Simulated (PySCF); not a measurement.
BCNFH3, in a box:

```xyz
7
Lattice="13.0000 0.0000 0.0000 0.0000 12.0000 0.0000 0.0000 0.0000 11.0000" Properties=species:S:1:pos:R:3 pbc="T T T"
B     5.8835    6.8640    5.5612
C     6.8031    5.6548    5.8286
N     6.3875    4.5422    6.2331
F     8.0985    5.7905    5.5223
H     6.0360    7.4616    4.5399
H     4.9007    7.0824    6.2420
H     5.4822    4.5473    6.5358
```

The cell isn't the ideal one: atoms moved at random, drawn with an rms of 0.05 Å.

Base run:

* Program: PySCF 2.14.0
* Functional: B97-D
* Dispersion: D4
* Potentials or basis: cc-pvdz (all-electron)
* k mesh: 1 × 1 × 1
* Occupations: fixed
* Spin: no spin polarisation

Its results: gap between the frontier levels 3.21 eV.

**Question.** The run is repeated on the same cell with these changes: functional from B97-D to M06. What comes out?

**Answer.** Gap between the frontier levels 5.75 eV.

Caveats: this is a molecule in a periodic box at the Γ point, so its band gap is the HOMO-LUMO gap; the basis of atomic orbitals isn't converged, which shifts pressures, moduli and gaps.

